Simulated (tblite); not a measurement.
# C26H32B2O4: the cost of one run

Programs: tblite 0.8.0 and PySCF 2.14.0, with routines of our own; each step states its level. All values are computed. Atoms count from 0.

## (1) The starting structure

64 atoms, charge 0, multiplicity 1; geometry from: force field, distance geometry or constructed start.

## (2) Optimising the geometry with GFN2-xTB

What the job is given:

```
{"job": {"kind": "relax", "xc": "GFN2-xTB", "basis": "xTB"}, "charge": 0, "multiplicity": 1}
C      7.845400     0.384400    -1.647400
C      6.557700     0.259100    -0.796300
C      5.956800    -1.143100    -1.101000
O      5.653300     1.241100    -1.227000
B      4.906400     1.488700     0.007400
C      3.393500     1.042900     0.066800
C      2.759700     0.894900     1.301100
C      1.428600     0.490100     1.373400
C      0.686700     0.216800     0.195800
C      1.339100     0.377800    -1.053800
C      0.656100     0.126400    -2.251900
C     -0.672100    -0.282200    -2.232300
C     -1.350400    -0.446700    -1.014700
C     -2.686900    -0.860400    -1.038300
C     -3.398200    -1.026900     0.159500
B     -4.908600    -1.481000     0.139200
O     -5.659500    -1.312300    -1.101800
C     -6.565700    -0.309600    -0.736800
C     -7.849200    -0.493000    -1.571900
C     -5.954300     1.066800    -1.145300
C     -6.784600    -0.476300     0.839200
C     -6.805300     0.853600     1.618900
C     -8.070500    -1.247200     1.202200
O     -5.720500    -1.266700     1.320300
C     -2.751900    -0.793600     1.378500
C     -1.423800    -0.387900     1.412200
C     -0.682000    -0.198700     0.213700
C      2.683300     0.789300    -1.105700
O      5.723600     1.354100     1.199000
C      6.787900     0.539800     0.770400
C      6.816800    -0.734600     1.637900
C      8.078100     1.335200     1.064000
H      8.618800    -0.323400    -1.297000
H      7.622000     0.157700    -2.707600
H      8.242600     1.422200    -1.624900
H      5.010900    -1.308800    -0.542000
H      5.699800    -1.216600    -2.186100
H      6.669700    -1.950700    -0.861500
H      3.294500     1.084000     2.227100
H      1.000300     0.396700     2.360300
H      1.154300     0.245000    -3.202300
H     -1.164800    -0.471700    -3.171500
H     -3.178700    -1.042400    -1.987200
H     -8.246600    -1.525300    -1.478100
H     -7.637200    -0.340800    -2.651900
H     -8.628100     0.239300    -1.273400
H     -5.709300     1.066600    -2.232500
H     -6.673400     1.896100    -0.956100
H     -5.011500     1.275100    -0.602900
H     -6.989100     0.667900     2.701100
H     -5.828200     1.366000     1.553500
H     -7.601400     1.517800     1.235600
H     -8.981900    -0.682100     0.904800
H     -8.087100    -2.249000     0.700800
H     -8.123800    -1.432200     2.293000
H     -3.282000    -0.923300     2.315000
H     -0.986100    -0.230200     2.383800
H      3.176100     0.913400    -2.068800
H      7.005400    -0.476300     2.706500
H      7.614100    -1.422600     1.297900
H      5.832000    -1.258700     1.613400
H      8.990000     0.744600     0.806600
H      8.137900     1.590100     2.145000
H      8.086900     2.296500     0.504900
```

Run with:

```bash
OMP_NUM_THREADS=2 python large_run.py task.json out
```

This one command runs all jobs of the session in turn.

Q: Estimate the wall time and peak memory of this first job on 2 threads of Arm Neoverse V1, shared host.

About 5.5 s, with a peak of 0.19 GiB.
